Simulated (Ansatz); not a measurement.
# CH3AlF2 (SMILES [CH3][Al]([F])[F]) at B3LYP/def2-SVPD

Aim: the electronic atomisation energy of CH3AlF2 at B3LYP/def2-SVPD, from 5 runs. 

Program for the calculation: Ansatz 0.2.0.

46 further runs of the same task are left out: 46 set aside as unsound or not needed.

**1. The molecule**

CH3AlF2: 7 atoms, total charge 0, spin state singlet. As SMILES, `[CH3][Al]([F])[F]`. The shape is that of a PBE0-D4/def2-TZVP optimisation.

Bond lengths: C1–Al2 1.926 Å, Al2–F3 1.644 Å, Al2–F4 1.644 Å, C1–H5 1.091 Å, C1–H6 1.093 Å, C1–H7 1.093 Å. Angles: C1–Al2–F3 121.5°, C1–Al2–F4 122.4°, F3–Al2–F4 116.1°, Al2–C1–H5 111.8°, Al2–C1–H6 110.6°, Al2–C1–H7 110.6°, H5–C1–H6 108.4°, H5–C1–H7 108.4°, H6–C1–H7 106.8°.

**2. The energy at B3LYP/def2-SVPD**

Input file input.yaml:

```yaml
crystal:
  periodic: [false, false, false]
  atoms:
    - symbol: C
      position_ang: [-0.253600, 0.825900, -0.238700]
    - symbol: Al
      position_ang: [0.293100, -0.956200, 0.245500]
    - symbol: F
      position_ang: [1.513200, -1.219500, 1.315500]
    - symbol: F
      position_ang: [-0.423400, -2.297600, -0.378600]
    - symbol: H
      position_ang: [-1.075800, 0.816000, -0.956100]
    - symbol: H
      position_ang: [-0.573400, 1.384500, 0.645100]
    - symbol: H
      position_ang: [0.581100, 1.378900, -0.678200]
basis:
  gaussian: {orbitals: def2-SVPD}
output: {orbitals: {seedname: orbitals}}
accuracy: high
hamiltonian: {xc: {name: B3LYP}}
total_charge: 0
```

Launch:

```
ansatz run input.yaml --threads 1 --pin off --max-ram 3480MiB --events-out events.jsonl --progress --plain --runs-dir runs
```

The program printed:

```text
Warning: RAYON_NUM_THREADS=1 ignored (pool sized by the plan → 1); use --threads N
Functional definition: B3LYP
  name "B3LYP"
  parameter a0 = 0.2
  parameter ax = 0.72
  parameter ac = 0.81
  exchange = (1 - a0 - ax)*slater_x + ax*b88_x + a0*exact_x
  correlation = (1 - ac)*vwn_rpa_c + ac*lyp_c
2236 factors; integrals over basis functions are off by at most 3.2e-9 eV
mean field evaluation 1: about -13105.6782 eV, gradient 7.0e1 eV
mean field evaluation 2: about -13094.1806 eV, gradient 1.1e2 eV
mean field evaluation 4: about -13114.9828 eV, gradient 3.9e0 eV
mean field evaluation 8: about -13115.0844 eV, gradient 1.1e-1 eV
mean field evaluation 16: about -13115.0844 eV, gradient 6.3e-6 eV
mean field -13115.08437887 eV, -481.9704612000 hartree, gradient 3.6e-8 eV, S^2 0.000000; 0 other end points of the search recorded, 0 dependent functions left out
reference -13115.08442089 eV, -481.9704627441 hartree; 20, 20 occupied and 94, 94 virtual orbitals, 2236 factors
Total energy: -13115.08442089 eV, -481.9704627441 hartree
```

Wall time 9.9 s (1 thread of Arm Neoverse V1, shared host); peak memory 0.39 GiB.

**3. The Al atom**

Input file job.yaml:

```yaml
crystal:
  periodic: [false, false, false]
  atoms:
    - {symbol: Al, position_ang: [0.000000, 0.000000, 0.000000]}
basis:
  gaussian: {orbitals: def2-SVPD}
magnetization: {spin_polarized: true, initial_magnetization: 1}
hamiltonian: {xc: {name: B3LYP}}
accuracy: high
```

Launch:

```
ansatz run job.yaml --threads 1 --pin off --max-ram 3480MiB --events-out events.jsonl --progress --plain --runs-dir runs
```

The program printed:

```text
Warning: RAYON_NUM_THREADS=1 ignored (pool sized by the plan → 1); use --threads N
Functional definition: B3LYP
  name "B3LYP"
  parameter a0 = 0.2
  parameter ax = 0.72
  parameter ac = 0.81
  exchange = (1 - a0 - ax)*slater_x + ax*b88_x + a0*exact_x
  correlation = (1 - ac)*vwn_rpa_c + ac*lyp_c
202 factors; integrals over basis functions are off by at most 1.9e-9 eV
mean field evaluation 1: about -6593.3501 eV, gradient 1.4e0 eV
mean field evaluation 2: about -6593.3816 eV, gradient 3.1e-1 eV
mean field evaluation 4: about -6593.3834 eV, gradient 7.9e-2 eV
mean field evaluation 8: about -6593.3835 eV, gradient 8.0e-5 eV
mean field evaluation 16: about -6593.3835 eV, gradient 8.6e-2 eV
mean field evaluation 32: about -6593.3835 eV, gradient 2.8e-8 eV
mean field -6593.38345753 eV, -242.3023729086 hartree, gradient 9.3e-9 eV, S^2 0.754318; 2 other end points of the search recorded, 0 dependent functions left out
reference -6593.38348010 eV, -242.3023737379 hartree; 7, 6 occupied and 17, 18 virtual orbitals, 202 factors
Total energy: -6593.38348010 eV, -242.3023737379 hartree
```

Wall time 2 s (1 thread of Arm Neoverse V1, shared host); peak memory 0.092 GiB.

**4. The C atom**

Input file input.yaml:

```yaml
crystal:
  periodic: [false, false, false]
  atoms:
    - {symbol: C, position_ang: [0.000000, 0.000000, 0.000000]}
basis:
  gaussian:
    orbitals: def2-SVPD
magnetization:
  spin_polarized: true
  initial_magnetization: 2
hamiltonian:
  xc: {name: B3LYP}
accuracy: high
```

Run the same way, it converges to -37.81494 Eh (log not shown).

**5. The F atom**

Input file job.yaml:

```yaml
crystal:
  periodic: [false, false, false]
  atoms:
    - {symbol: F, position_ang: [0.000000, 0.000000, 0.000000]}
basis:
  gaussian:
    orbitals: def2-SVPD
hamiltonian:
  xc: {name: B3LYP}
accuracy: high
magnetization:
  spin_polarized: true
  initial_magnetization: 1
```

Run the same way, it converges to -99.65309 Eh (log not shown).

**6. The H atom**

Input file job.yaml:

```yaml
crystal:
  periodic: [false, false, false]
  atoms:
    - {symbol: H, position_ang: [0.000000, 0.000000, 0.000000]}
basis:
  gaussian: {orbitals: def2-SVPD}
magnetization: {spin_polarized: true, initial_magnetization: 1}
hamiltonian: {xc: {name: B3LYP}}
accuracy: high
```

Run the same way, it converges to -0.50126 Eh (log not shown).

**7. What came out**

At B3LYP/def2-SVPD:

```
                     quantity          value
       molecule: total energy  -481.97046 Eh
        molecule: HOMO energy       -9.18 eV
        molecule: LUMO energy       -1.11 eV
      molecule: HOMO–LUMO gap        8.07 eV
        Al atom: total energy  -242.30237 Eh
                Al atom: ⟨S²⟩          0.754
         C atom: total energy   -37.81494 Eh
                 C atom: ⟨S²⟩          2.004
         F atom: total energy   -99.65309 Eh
                 F atom: ⟨S²⟩          0.752
         H atom: total energy    -0.50126 Eh
                 H atom: ⟨S²⟩          0.750
electronic atomisation energy      28.387 eV
```

In words: Taking the molecule apart into free atoms costs 28.39 eV (655 kcal/mol), before zero-point energy and without spin-orbit coupling.
